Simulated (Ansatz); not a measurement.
# O (distorted cell): a check of forces and pressure against finite differences

Computed with Ansatz's Python interface.

Interactive session:
```pycon
>>> import ansatz as az
>>> import numpy as np
>>> FUNCTIONAL = "r2scan"
>>> ECUT = 650
>>> KMESH = (6, 6, 2)
>>> SCF_TOL = 1e-09
>>> vectors0 = np.array([
...     [2.66347, -0.02786, -0.034],
...     [-1.35586, 2.25358, 0.00042],
...     [-0.08729, -0.04915, 6.55243],
... ])
>>> sites = [
...     ("O", [0.34067, 0.66274, 0.16078]),
...     ("O", [0.66903, 0.3157, 0.66828]),
...     ("O", [0.32092, 0.65694, 0.33984]),
...     ("O", [0.6692, 0.3118, 0.83213]),
... ]
>>> def crystal_on(cell):
...     crystal = az.Crystal(lattice=az.Lattice.of(cell))
...     for symbol, position in sites:
...         crystal = crystal.atom(symbol, position)
...     return crystal
...
>>> def solve(crystal):
...     return (
...         crystal.calculation()
...         .functional(FUNCTIONAL)
...         .occupations(az.OccupationsMethod.COLD)
...         .basis(ECUT, xc_grid=2)
...         .kpoints(*KMESH)
...         .scf(tolerance=SCF_TOL)
...         .forces()
...         .stress()
...         .run(threads=1)
...     ).report
...
>>> centre = solve(crystal_on(vectors0))
DeckWarning: output.stress: scf.convergence.dr2_threshold = 1e-9 eV is looser than the 4e-10 eV advised for a printed stress (1e-10 eV for each atom of the cell: 4). What an SCF threshold leaves in a stress goes as its square root, and in the free energy as the threshold itself, and one threshold admits the most on a small cell: of the crystals measured, under no hybrid functional and no lock of [...]
>>> start = crystal_on(vectors0)
>>> # move one atom both ways along a Cartesian axis
>>> print(f"force on atom 2 along y: analytic {centre['forces_ev_ang'][2][1]:.4f} eV/A")
force on atom 2 along y: analytic 0.1161 eV/A
>>> for h in (0.004, 0.016):
...     shift = np.eye(3)[1] * h @ np.linalg.inv(vectors0)
...     plus, minus = (solve(start.move(2, to=np.array(sites[2][1]) + sign * shift))["lagrangian_ev"] for sign in (1, -1))
...     print(f"  step {h} A: numerical {-(plus - minus) / (2 * h):.4f} eV/A")
...
  step 0.004 A: numerical 0.1161 eV/A
  step 0.016 A: numerical 0.1161 eV/A
>>> # P = -dF/dV; the difference feels the change of the plane-wave count with the cell
>>> volume = abs(np.linalg.det(vectors0))
>>> larger, smaller = (solve(crystal_on(vectors0 * (1 + sign * 0.005) ** (1 / 3)))["lagrangian_ev"] for sign in (1, -1))
>>> numerical = -(larger - smaller) / (0.01 * volume) * 160.21766
>>> print(f"pressure: analytic {np.trace(centre['stress_gpa']) / 3:.3f}, numerical {numerical:.3f} GPa")
pressure: analytic 25.499, numerical 25.505 GPa
```

These settings explore the input space; cutoff and mesh may be short of convergence. For a metal this mesh is far too coarse, so the numbers only illustrate the procedure. No spin polarisation was allowed. Pressure is positive in compression. The cell holds O-O pairs as short as in O2 or superoxides, which carry a moment that a run without spin can't show. The cell is a database structure, distorted on purpose. Warnings are shown shortened and without file and line. The central difference errs as the square of the step, so the shorter step is the fairer test; what remains comes from the finite grid and the SCF threshold. Finished in 67 s on 1 thread of Intel(R) Xeon(R) Platinum 8375C CPU @ 2.90GHz (Ice Lake), with other jobs on the host, peak memory 0.45 GiB.
